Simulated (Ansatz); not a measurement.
**C₅H₁₁Cl₃Si: a ladder of functionals and wavefunction methods**

An exercise on one series of results from a longer session: the logs are not shown, and one member is left open.

The runs use Ansatz 0.2.0, Gaussian basis; functionals in def2-TZVPP, the program's frozen cores in correlated methods.

Levels to be run: LDA (SPW92), PBE-D4, revPBE-D4, BLYP-D4, r2SCAN-D4, B97M-V, PBE0-D4, B3LYP-D4, r2SCANh-D4, r2SCAN0-D4, HSE06-D4, BHLYP-D4, CAM-B3LYP-D4, LC-ωPBE, ωB97X-V, ωB97M-V, B2PLYP, PBE-QIDH; CCSD(T)/def2-SVP; CCSD(T)/def2-TZVPP; MP2/def2-QZVPP; extrapolation to the limit; RPA on PBE.

## The relaxed structure

The geometry comes from an earlier relaxation with PBE0-D4 in a triple-zeta def2 set; it is a stationary point, not always the lowest conformer.

SMILES `CC(C)(C)C[Si](Cl)(Cl)Cl`, 20 atoms, charge 0, spin multiplicity 1.

Atoms are counted from 1 here; the program's logs count them from 0.

Bond lengths: C1–C2 1.526 Å, C1–H10 1.093 Å, C1–H11 1.091 Å, C1–H12 1.093 Å, C2–C3 1.526 Å, C2–C4 1.529 Å, C2–C5 1.539 Å, C3–H13 1.093 Å, C3–H14 1.093 Å, C3–H15 1.091 Å, C4–H16 1.093 Å, C4–H17 1.093 Å, C4–H18 1.093 Å, C5–Si6 1.855 Å, C5–H19 1.098 Å, C5–H20 1.098 Å, Si6–Cl7 2.042 Å, Si6–Cl8 2.042 Å and more. Angles: C2–C1–H10 110.0°, C2–C1–H11 111.9°, C2–C1–H12 111.4°, H10–C1–H11 107.7°, H10–C1–H12 107.8°, H11–C1–H12 107.8°, C1–C2–C3 109.6°, C1–C2–C4 108.8°, C1–C2–C5 111.2°, C3–C2–C4 108.8°, C3–C2–C5 111.2°, C4–C2–C5 107.0°, C2–C3–H13 110.0°, C2–C3–H14 111.4°, C2–C3–H15 111.9°, H13–C3–H14 107.8°, H13–C3–H15 107.7°, H14–C3–H15 107.8° and more.

Set-up of the first run:

Contents of in.yaml:

```yaml
crystal:
  periodic: [false, false, false]
  atoms:
    - {symbol: C, position_ang: [-0.676120, -1.507630, -0.192460]}
    - {symbol: C, position_ang: [-0.000219, -0.318502, 0.483194]}
    - {symbol: C, position_ang: [-1.053397, 0.544794, 1.170856]}
    - {symbol: C, position_ang: [0.976535, -0.839564, 1.537797]}
    - {symbol: C, position_ang: [0.822157, 0.502947, -0.526200]}
    - {symbol: Si, position_ang: [0.102780, 1.359044, -2.006822]}
    - {symbol: Cl, position_ang: [-1.257871, 2.809808, -1.546017]}
    - {symbol: Cl, position_ang: [-0.772205, 0.096713, -3.351933]}
    - {symbol: Cl, position_ang: [1.659447, 2.275953, -2.965532]}
    - {symbol: H, position_ang: [-1.161155, -2.138086, 0.557306]}
    - {symbol: H, position_ang: [-1.439989, -1.190832, -0.904505]}
    - {symbol: H, position_ang: [0.048585, -2.124500, -0.730863]}
    - {symbol: H, position_ang: [-1.548715, -0.026765, 1.960069]}
    - {symbol: H, position_ang: [-0.605017, 1.430365, 1.629448]}
    - {symbol: H, position_ang: [-1.821646, 0.882287, 0.473131]}
    - {symbol: H, position_ang: [1.745577, -1.471804, 1.085493]}
    - {symbol: H, position_ang: [0.449624, -1.435196, 2.287993]}
    - {symbol: H, position_ang: [1.477484, -0.015578, 2.053386]}
    - {symbol: H, position_ang: [1.611702, -0.130486, -0.952612]}
    - {symbol: H, position_ang: [1.350842, 1.306434, 0.004270]}
basis:
  gaussian: {orbitals: def2-TZVPP}
hamiltonian: {xc: lda}
output: {orbitals: {seedname: orbitals}}
```

Command:

```console
$ ansatz run in.yaml --threads 4 --pin off --events-out ev --progress --plain --max-ram 66560MiB --backend cuda --devices 0, --max-vram 37GiB
```

Steps of the session up to this table: LDA; PBE-D4 (GGA); revPBE-D4 (GGA); BLYP-D4 (GGA); r2SCAN-D4 (meta-GGA); B97M-V (meta-GGA); PBE0-D4 (hybrid); B3LYP-D4 (hybrid); r2SCANh-D4 (hybrid); r2SCAN0-D4 (hybrid); HSE06-D4 (hybrid); BHLYP-D4 (hybrid); CAM-B3LYP-D4 (range-separated); LC-ωPBE (range-separated); ωB97X-V (range-separated); ωB97M-V (range-separated); B2PLYP (double hybrid); PBE-QIDH (double hybrid).

One of the session's tables, all rows but one given; the rest of the session is left out.

It belongs to the step «Frontier levels by functional». 

```
  functional  HOMO (eV)  gap (eV)
 LDA (SPW92)      -7.52      6.57
      PBE-D4      -7.39      6.71
   revPBE-D4      -7.33      6.77
     BLYP-D4      -7.27      6.71
   r2SCAN-D4      -7.68      7.41
      B97M-V          ?         ?
     PBE0-D4      -8.68      9.00
    B3LYP-D4      -8.47      8.54
  r2SCANh-D4      -8.15      8.23
  r2SCAN0-D4      -8.87      9.44
    HSE06-D4      -8.28      8.23
    BHLYP-D4      -9.91     11.12
CAM-B3LYP-D4     -10.04     11.36
     LC-ωPBE     -11.35     13.93
     ωB97X-V     -11.02     13.39
     ωB97M-V     -10.87     12.89
```

Q: Estimate the row for B97M-V from the others.

As computed: HOMO (eV): -7.81; gap (eV): 7.52. In the column «HOMO (eV)» it lies between r2SCANh-D4 (-8.15) and r2SCAN-D4 (-7.68).
